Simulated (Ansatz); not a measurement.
# CH₆ClNSi₂: one species, many methods

How much do the methods differ for CH₆ClNSi₂? The plan is to run it at one geometry with functionals of several rungs and with coupled cluster, and see how far each lands from CCSD(T) at the basis-set limit for the atomisation energy.

Method: functionals in def2-TZVPP, the program's frozen cores in correlated methods; program: Ansatz 0.2.0, Gaussian basis.

Levels to be run: LDA (SPW92), PBE-D4, revPBE-D4, BLYP-D4, r2SCAN-D4, B97M-V, PBE0-D4, B3LYP-D4, r2SCANh-D4, r2SCAN0-D4, HSE06-D4, BHLYP-D4, CAM-B3LYP-D4, LC-ωPBE, ωB97X-V, ωB97M-V, B2PLYP, PBE-QIDH; CCSD(T)/def2-SVP; CCSD(T)/def2-TZVPP; MP2/def2-QZVPP; extrapolation to the limit; RPA on PBE.

**1. Structure used throughout**

An earlier PBE0-D4 in a triple-zeta def2 set relaxation fixed the geometry.

11 atoms, charge 0, spin multiplicity 1.

Atoms are counted from 1 here; the program's logs count them from 0.

Bond lengths: Cl1–Si2 2.062 Å, Si2–C3 1.873 Å, Si2–N5 1.716 Å, Si2–H6 1.482 Å, C3–Si4 1.886 Å, C3–H7 1.091 Å, C3–H8 1.090 Å, Si4–N5 1.739 Å, Si4–H9 1.488 Å, Si4–H10 1.488 Å, N5–H11 1.004 Å. Angles: Cl1–Si2–C3 114.2°, Cl1–Si2–N5 114.2°, Cl1–Si2–H6 104.5°, C3–Si2–N5 89.8°, C3–Si2–H6 118.5°, N5–Si2–H6 115.8°, Si2–C3–Si4 85.9°, Si2–C3–H7 114.9°, Si2–C3–H8 114.6°, Si4–C3–H7 115.1°, Si4–C3–H8 115.6°, H7–C3–H8 109.4°, C3–Si4–N5 88.7°, C3–Si4–H9 115.1°, C3–Si4–H10 115.8°, N5–Si4–H9 114.1°, N5–Si4–H10 114.6°, H9–Si4–H10 107.8° and more.

**2. LDA**

This LDA is Slater exchange with PW92 correlation.

in.yaml

```yaml
crystal:
  periodic: [false, false, false]
  atoms:
    - {symbol: Cl, position_ang: [-0.091411, 1.929460, 2.199097]}
    - {symbol: Si, position_ang: [0.319482, 1.157782, 0.331221]}
    - {symbol: C, position_ang: [1.012597, -0.582086, 0.354919]}
    - {symbol: Si, position_ang: [-0.565766, -1.076672, -0.551598]}
    - {symbol: N, position_ang: [-1.060747, 0.590257, -0.515477]}
    - {symbol: H, position_ang: [1.098839, 2.220139, -0.346375]}
    - {symbol: H, position_ang: [1.933634, -0.717201, -0.213167]}
    - {symbol: H, position_ang: [1.136132, -1.007594, 1.350438]}
    - {symbol: H, position_ang: [-0.363380, -1.620333, -1.922200]}
    - {symbol: H, position_ang: [-1.467487, -2.007643, 0.179845]}
    - {symbol: H, position_ang: [-1.886492, 1.056892, -0.846201]}
basis:
  gaussian: {orbitals: def2-TZVPP}
hamiltonian: {xc: lda}
output: {orbitals: {seedname: orbitals}}
```

After this run come: PBE-D4 (GGA); revPBE-D4 (GGA); BLYP-D4 (GGA); r2SCAN-D4 (meta-GGA); B97M-V (meta-GGA); PBE0-D4 (hybrid); B3LYP-D4 (hybrid); r2SCANh-D4 (hybrid); r2SCAN0-D4 (hybrid); HSE06-D4 (hybrid); BHLYP-D4 (hybrid); CAM-B3LYP-D4 (range-separated); LC-ωPBE (range-separated); ωB97X-V (range-separated); ωB97M-V (range-separated); B2PLYP (double hybrid); PBE-QIDH (double hybrid); CCSD(T) in def2-SVP; CCSD(T) in def2-TZVPP; MP2 in def2-QZVPP; RPA on PBE orbitals.

Q: Predict the results of all the runs planned. Wanted: atomisation energy, CCSD(T)/CBS; farthest beyond LDA; mean size of error, GGA; mean size of error, meta-GGA; mean size of error, hybrid; mean size of error, range-separated; mean size of error, double hybrid; gap, smallest and largest; T1 diagnostic.

**Answer**, as computed:

```
                               quantity                                                                      value
        atomisation energy, CCSD(T)/CBS                                                                  40.702 eV
    functionals within 0.204 eV (0.5 %)  r2SCAN-D4, PBE0-D4, B3LYP-D4, r2SCANh-D4, HSE06-D4, CAM-B3LYP-D4, ωB97M-V
                    farthest beyond LDA                                                       BHLYP-D4 (-0.938 eV)
                mean size of error, GGA                                                                   0.439 eV
           mean size of error, meta-GGA                                                                   0.113 eV
             mean size of error, hybrid                                                                   0.330 eV
    mean size of error, range-separated                                                                   0.189 eV
      mean size of error, double hybrid                                                                   0.458 eV
              gap, smallest and largest                                  5.34 eV (LDA (SPW92)), 12.44 eV (LC-ωPBE)
                          T1 diagnostic                                                                     0.0106
triples share of the correlation energy                                                                      4.0 %
```

What this shows: The LDA atomisation energy is off by 5.108 eV (13 %): it overbinds. PBE-D4 misses by +0.263 eV. Double hybrids carry the basis error of their MP2 part in triple zeta, and no dispersion term here, so their miss is partly the set-up's. The rungs meta-GGA, range-separated miss on average by less than the doubt on the reference (0.204 eV), so they tie. Misses under about 0.204 eV are within the doubt on the reference itself, which lacks core-valence correlation, relativity and higher excitations. Hartree-Fock recovers 73 % of the binding; the rest is correlation. CCSD(T) in def2-SVP is off by -3.194 eV, more than most functionals: a good method in a small basis is no reference. The gap grows from 5.3 to 12.4 eV across the functionals, mostly with the share of exact exchange.
